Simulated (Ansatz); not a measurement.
Crystal: HfMoC2.

```
CELL_PARAMETERS angstrom
3.19142 0.00000 0.00000
0.00000 3.19142 0.00000
0.00000 0.00000 4.48516
ATOMIC_POSITIONS crystal
Hf 0.00000 0.00000 0.00000
Mo 0.50000 0.50000 0.50000
C 0.50000 0.50000 0.00000
C 0.00000 0.00000 0.50000
```

The cell comes from a database or a generator and needn't be the stable form of this composition.

A run of Ansatz 0.2.0 on this cell left the log below. Logs are shortened: lines on timing, memory, paths and dates and some standing lists are left out, and cuts for length are marked.

```text
Warning: output.stress: scf.convergence.dr2_threshold = 1e-7 eV (the SCF's general default) is looser than the 4e-10 eV advised for a printed stress (1e-10 eV for each atom of the cell: 4). What an SCF threshold leaves in a stress goes as its square root, and in the free energy as the threshold itself, and one threshold admits the most on a small cell: of the crystals measured, under no hybrid functional and no lock of the moments, on runs that ended without the residual-converged pass, on stresses that held no estimate of that error, the worst erred by over 100 MPa in a component at 1e-7 eV an atom and by under 5 at 1e-10. Set scf.convergence.dr2_threshold to 4e-10 eV or tighter. The threshold is an SCF's pass mark: one that does not reach it within its budget of iterations ends unconverged, or closes short of it on a stop that the run arms, and scf.convergence.dr2_threshold's page says what that costs each kind of run
Warning: output.stress: scf.exx.energy_threshold = 1e-6 eV is looser than the 4e-8 eV advised for a stress under a hybrid functional (1e-8 eV for each atom of the cell: 4). Every SCF of the exchange loop can meet its threshold on dr2 while the loop round them stops early: no threshold on dr2 bounds what that leaves in the stress. Set scf.exx.energy_threshold to 4e-8 eV or tighter. The threshold is the loop's pass mark: a loop that does not reach it within its budget of cycles ends unconverged, and scf.exx.energy_threshold's page has the law
Warning: RAYON_NUM_THREADS=2 ignored (pool sized by the plan → 2); use --threads N
Engine: ansatz 0.2.0, x86_64-unknown-linux-gnu
Pseudopotentials: kind: paw
Pseudopotential: Hf, paw, valence charge 26, recommended cutoff 420 eV (normal), Hf.paw.azcp
Pseudopotential: Mo, paw, valence charge 14, recommended cutoff 420 eV (normal), Mo.paw.azcp
Pseudopotential: C, paw, valence charge 4, recommended cutoff 420 eV (normal), C.paw.azcp
Functional definition: unnamed
  parameter a_1 = 0.15
  parameter omega_1 = 0.2078699/angstrom
  exchange = pbe_x + (-a_1)*pbe_x_sr(omega_1) + a_1*exact_x_sr(omega_1)
  correlation = pbe_c
Crystal: 4 atoms, lattice volume = 45.682 Å³
Basis set: ecut = 420 eV, 903 PW (Γ), exchange–correlation on 48×48×60 points (8 copies of the dense FFT grid, shifted against one another)
Bands: 29, of which v1, the nominal top of the filled ones, is band 24 counted from 1 (23 counted from 0)
Symmetry: 16 space group operations
Space group: P4/mmm (ITA 123), of the structure as read, at distance tolerance 3.6e-5 Å
k-points: 18 of 100
Non-local potential: Hf, projectors of the file, l = 0: 3, l = 1: 2, l = 2: 2, l = 3: 3
Non-local potential: Mo, projectors of the file, l = 0: 3, l = 1: 2, l = 2: 2, l = 3: 1
Non-local potential: C, projectors of the file, l = 0: 2, l = 1: 2, l = 2: 1
[... 62 lines left out ...]
  E_kinetic    = 1038.192785
  E_local      = -6131.278874  (includes V_loc(G=0)·N_el)
  E_nonlocal   = -1059.623612
  E_hartree    = 2786.597192
  E_xc         = -509.946274
  E_vxc        = -539.798569  (∫ρ·V_xc dr)
  E_exx        = -104.472194  (= α·E_x^exact, valence–valence)
  E_paw        = -10285.698116  (= ΣΔE_a)
  E_vpaw       = 1345.375821  (= ΣTr[D̂ρ^β])
  E_aug_tail   = 0.000067  (compensation charges beyond the density's cutoff)
  E_ewald      = -6916.142035
  E_core_change = 0.420048  (= ΣΔE_core)
  E_smearing   = -0.009868  (= −TS)
  E_closure    = -0.000002  (closes the sum)
  Σ components = -21181.960881   (vs F -21181.960881, Δ=0.00e0)
--- Forces (eV/Å), atoms counted from 1 ---
  atom   1  Hf    -0.00000000     0.00000000     0.00000000
  atom   2  Mo     0.00000000     0.00000000     0.00000000
  atom   3  C      0.00000000    -0.00000000     0.00000000
  atom   4  C      0.00000000     0.00000000     0.00000000
  max |Σ_I F_I| component: 5.92e-30 eV/Å
--- Stress (GPa, compression-positive) ---
       -6.982312       0.000000       0.000000
        0.000000      -6.982312       0.000000
        0.000000       0.000000       0.495499
  P = ⅓ Tr σ = -4.4897 GPa (-44.897 kbar)
--- Band table (eV; the first three rows and the last of 18) ---
  k-point 0: bands = ["-44.1263", "-43.0493", "-17.2965", "-17.2569", "-17.2569", "-11.1525", "-10.8176", "-10.8176", "5.8581", "7.0353", "7.0482", "7.0482", "7.0533", "7.0850", "7.0886", "7.0886", "7.7191", "16.1958", "16.3074", "19.0267", "19.0267", "19.0525", "19.0525", "20.0504", "20.2713", "20.6037", "20.6842", "20.6842", "21.1194"]
  k-point 1: bands = ["-44.1256", "-43.0503", "-17.2919", "-17.2566", "-17.2566", "-11.1789", "-10.8192", "-10.8192", "6.3804", "7.0286", "7.0490", "7.0490", "7.0522", "7.0846", "7.0891", "7.0891", "7.8959", "15.2797", "16.4208", "17.2569", "18.4213", "18.4213", "18.7712", "18.7712", "19.7673", "20.1092", "21.8633", "21.8633", "24.0482"]
  k-point 2: bands = ["-44.1248", "-43.0514", "-17.2875", "-17.2564", "-17.2564", "-11.2053", "-10.8208", "-10.8208", "6.8718", "7.0498", "7.0498", "7.0510", "7.0842", "7.0897", "7.0897", "7.5711", "7.6279", "14.7962", "15.1488", "16.7119", "18.1014", "18.1014", "18.4932", "18.4932", "19.2252", "20.1704", "22.9315", "22.9315", "24.8010"]
  k-point 17: bands = ["-44.0890", "-43.0099", "-17.4751", "-17.4727", "-17.2429", "-11.2280", "-11.2260", "-11.0954", "6.9771", "7.0460", "7.0511", "7.0519", "7.0741", "7.0859", "7.0912", "8.6478", "9.0234", "14.5943", "14.5991", "15.6528", "15.7149", "15.9105", "16.6460", "21.4998", "21.6920", "22.0995", "23.6413", "24.2106", "24.5557"]
```

Q: Write the input and the command behind it.

A: Single point with HSE06 form with a typed share of exact exchange, no spin polarisation. The files as run (others can give the same):

input.yaml
```yaml
crystal:
  lattice:
    - [3.191423, 0.0, 0.0]
    - [0.0, 3.191423, 0.0]
    - [0.0, 0.0, 4.485164]
  atoms:
    - { symbol: Hf, position: [0.0, 0.0, 0.0] }
    - { symbol: Mo, position: [0.5, 0.5, 0.5] }
    - { symbol: C, position: [0.5, 0.5, 0.0] }
    - { symbol: C, position: [0.0, 0.0, 0.5] }
hamiltonian:
  xc:
    exchange: pbe
    correlation: pbe
    exx: { coeff: 0.15, omega: 0.2078699 }
  pseudopotentials: { kind: paw }
kpoints:
  mp_grid: { grid: [5, 5, 4] }
scf:
  occupations: { method: fermi_dirac, width: 0.05 }
output:
  forces: true
  stress: true
  eigenvalues: true
```

Potentials or basis: Ansatz PAW.
Run with:
```bash
$ ansatz run input.yaml --threads 2 --pin off --max-ram 5632MiB --backend cpu --events-out ev --progress --plain --runs-dir out
```

Caveat: the k mesh is coarse (spacing up to 0.39 Å⁻¹), so the values aren't converged, least of all with exact exchange; the PAW data sets come from PBE, with cores solved anew for the run's functional, which leaves a small shift of forces and pressure; the thresholds are loose for stress.
